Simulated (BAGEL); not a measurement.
# GaH5S (SMILES [SH2+][GaH3-]) at HF/def2-TZVP (density fitting with qzvpp-jkfit)

What is the energy change on altering one bond length of GaH5S at HF/def2-TZVP (density fitting with qzvpp-jkfit)? 

The results are computed with BAGEL 1.2.2.

6 further runs of the same task are left out: 5 that didn't finish, 1 set aside as unsound or not needed.

**1. The system as given**

GaH5S has 7 atoms, charge 0, and is taken as a singlet. SMILES: `[SH2+][GaH3-]`. Geometry: relaxed at PBE0-D4/def2-TZVP.

Bond lengths: S1–Ga2 2.599 Å, S1–H3 1.343 Å, S1–H4 1.343 Å, Ga2–H5 1.574 Å, Ga2–H6 1.574 Å, Ga2–H7 1.576 Å. Angles: S1–Ga2–H5 94.8°, S1–Ga2–H6 94.9°, S1–Ga2–H7 97.5°, Ga2–S1–H3 97.6°, Ga2–S1–H4 97.6°, H5–Ga2–H6 119.2°, H5–Ga2–H7 118.9°, H6–Ga2–H7 118.9°, H3–S1–H4 92.7°.

**2. A single-point energy at HF/def2-TZVP (density fitting with qzvpp-jkfit)**

Contents of job.json:

```json
{ "bagel": [

{
  "title": "molecule",
  "basis": "def2-tzvp.json",
  "df_basis": "qzvpp-jkfit",
  "angstrom": true,
  "geometry": [
    { "atom": "S", "xyz": [   -0.794500,   -1.301600,    0.079900 ] },
    { "atom": "Ga", "xyz": [    0.181600,    1.099400,   -0.113700 ] },
    { "atom": "H", "xyz": [   -0.081600,   -1.698200,    1.147200 ] },
    { "atom": "H", "xyz": [    0.042100,   -1.903600,   -0.781700 ] },
    { "atom": "H", "xyz": [   -0.401300,    1.363700,   -1.552200 ] },
    { "atom": "H", "xyz": [   -0.587500,    1.657800,    1.141400 ] },
    { "atom": "H", "xyz": [    1.702400,    0.714400,    0.033400 ] }
  ]
},
{
  "title": "hf"
},
{
  "title": "print",
  "file": "orbitals.molden",
  "orbitals": true
}

]}
```

The basis set def2-TZVP is read from a file made from the Basis Set Exchange's data (not shown).

Run with:

```sh
$ BAGEL_NUM_THREADS=1 BAGEL job.json > job.out
```

Output:

```text
* using 1 threads per process

  ===============================================================
  ===============================================================

  *** Geometry ***

  { "atom" : "S", "xyz" : [     -1.501387,     -2.459668,      0.150989 ] },
  { "atom" : "Ga", "xyz" : [      0.343174,      2.077565,     -0.214862 ] },
  { "atom" : "H", "xyz" : [     -0.154202,     -3.209133,      2.167894 ] },
  { "atom" : "H", "xyz" : [      0.079557,     -3.597283,     -1.477199 ] },
  { "atom" : "H", "xyz" : [     -0.758347,      2.577020,     -2.933233 ] },
  { "atom" : "H", "xyz" : [     -1.110214,      3.132788,      2.156933 ] },
  { "atom" : "H", "xyz" : [      3.217070,      1.350020,      0.063117 ] },

  Number of auxiliary basis functions:      484

  Since a DF basis is specified, we compute 2- and 3-index integrals:
    o Being stored without compression. Storage requirement is 0.051 GB

  Number of basis functions:      115
  Number of electrons      :       52

    * METHOD: MOLECULE                             0.25

  *** RHF ***

  === Nuclear Repulsion ===
   165.2677854440

      * DIIS with orbital gradients will be used.

  === RHF iteration (def2-tzvp.json) ===
      0      -2323.63136451          0.00750026           0.09
      1      -2323.67228045          0.00256456           0.09
      2      -2323.67668266          0.00141566           0.10
      3      -2323.67793976          0.00032951           0.10
      4      -2323.67802004          0.00008883           0.10
      5      -2323.67802887          0.00001401           0.09
      6      -2323.67802913          0.00000325           0.09
      7      -2323.67802914          0.00000109           0.09
      8      -2323.67802914          0.00000028           0.09
      9      -2323.67802914          0.00000008           0.09
     10      -2323.67802914          0.00000003           0.09
     11      -2323.67802914          0.00000001           0.09
     12      -2323.67802914          0.00000000           0.09
    * SCF iteration converged.

    * Permanent dipole moment:
           (    0.010138,     1.304272,    -0.138786) a.u.

    * METHOD: HF                                   1.47

    * METHOD: PRINT                                0.02

  ===============================================================
```

Wall time 1.9 s (1 thread of Arm Neoverse V2, shared host); peak memory 0.16 GiB.

**3. The distorted shape at the same level**

Contents of input.json:

```json
{ "bagel" : [

{
  "title" : "molecule",
  "basis" : "def2-tzvp.json",
  "df_basis" : "qzvpp-jkfit",
  "angstrom" : true,
  "geometry" : [
    { "atom" : "S", "xyz" : [   -2.011156,   -0.993596,   -0.037782 ] },
    { "atom" : "Ga", "xyz" : [   -1.035056,    1.407404,   -0.231382 ] },
    { "atom" : "H", "xyz" : [   -1.298256,   -1.390196,    1.029518 ] },
    { "atom" : "H", "xyz" : [   -1.174556,   -1.595596,   -0.899382 ] },
    { "atom" : "H", "xyz" : [   -1.617956,    1.671704,   -1.669882 ] },
    { "atom" : "H", "xyz" : [   -1.804156,    1.965804,    1.023718 ] },
    { "atom" : "H", "xyz" : [    1.702400,    0.714400,    0.033400 ] }
  ]
},
{ "title" : "hf" },
{ "title" : "print", "file" : "orbitals.molden", "orbitals" : true }

]}
```

The basis set def2-TZVP is read from a file made from the Basis Set Exchange's data (not shown).

Run with:

```sh
$ BAGEL_NUM_THREADS=1 BAGEL input.json > input.out
```

Output:

```text
* using 1 threads per process

  ===============================================================
  ===============================================================

  *** Geometry ***

  { "atom" : "S", "xyz" : [     -3.800534,     -1.877624,     -0.071398 ] },
  { "atom" : "Ga", "xyz" : [     -1.955972,      2.659608,     -0.437249 ] },
  { "atom" : "H", "xyz" : [     -2.453348,     -2.627090,      1.945507 ] },
  { "atom" : "H", "xyz" : [     -2.219589,     -3.015239,     -1.699586 ] },
  { "atom" : "H", "xyz" : [     -3.057494,      3.159063,     -3.155620 ] },
  { "atom" : "H", "xyz" : [     -3.409361,      3.714831,      1.934547 ] },
  { "atom" : "H", "xyz" : [      3.217070,      1.350020,      0.063117 ] },

  Number of auxiliary basis functions:      484

  Since a DF basis is specified, we compute 2- and 3-index integrals:
    o Being stored without compression. Storage requirement is 0.051 GB

  Number of basis functions:      115
  Number of electrons      :       52

    * METHOD: MOLECULE                             0.25

  *** RHF ***

  === Nuclear Repulsion ===
   159.9061615517

      * DIIS with orbital gradients will be used.

  === RHF iteration (def2-tzvp.json) ===
      0      -2323.50687203          0.00764426           0.09
      1      -2323.56004603          0.00287439           0.09
      2      -2323.56547130          0.00160098           0.09
      3      -2323.56719307          0.00032969           0.09
      4      -2323.56729121          0.00008792           0.09
      5      -2323.56729919          0.00001862           0.09
      6      -2323.56729966          0.00000395           0.09
      7      -2323.56729968          0.00000114           0.09
      8      -2323.56729968          0.00000034           0.09
      9      -2323.56729968          0.00000011           0.09
     10      -2323.56729968          0.00000004           0.09
     11      -2323.56729968          0.00000002           0.09
     12      -2323.56729968          0.00000001           0.09
    * SCF iteration converged.

    * Permanent dipole moment:
           (    1.589604,     1.103170,    -0.007587) a.u.

    * METHOD: HF                                   1.43

    * METHOD: PRINT                                0.02

  ===============================================================
```

It took 1.9 s on 1 thread of Arm Neoverse V2, shared host; peak memory 0.16 GiB.

**4. Results**

Level: HF/def2-TZVP (density fitting with qzvpp-jkfit).

```
                                                          quantity           value
                                         first shape: total energy  -2323.67803 Eh
                                        first shape: dipole moment          3.33 D
                                          first shape: HOMO energy       -10.96 eV
                                          first shape: LUMO energy         2.50 eV
                                        first shape: HOMO–LUMO gap        13.46 eV
                                     distorted shape: total energy  -2323.56730 Eh
                                    distorted shape: dipole moment          4.92 D
                                      distorted shape: HOMO energy        -7.90 eV
                                      distorted shape: LUMO energy         1.12 eV
                                    distorted shape: HOMO–LUMO gap         9.02 eV
energy change with the Ga2–H7 bond stretched from 1.576 to 2.836 Å        3.013 eV
```

One bond (distorted shape) is far stretched, which a spin-restricted single reference describes badly; a broken-symmetry solution may lie lower. With the Ga2–H7 bond stretched from 1.576 to 2.836 Å the energy rises by 3.01 eV (291 kJ/mol). The first shape isn't relaxed at this level, so the change isn't measured from a minimum. A restricted reference can't describe the breaking bond well at this length.
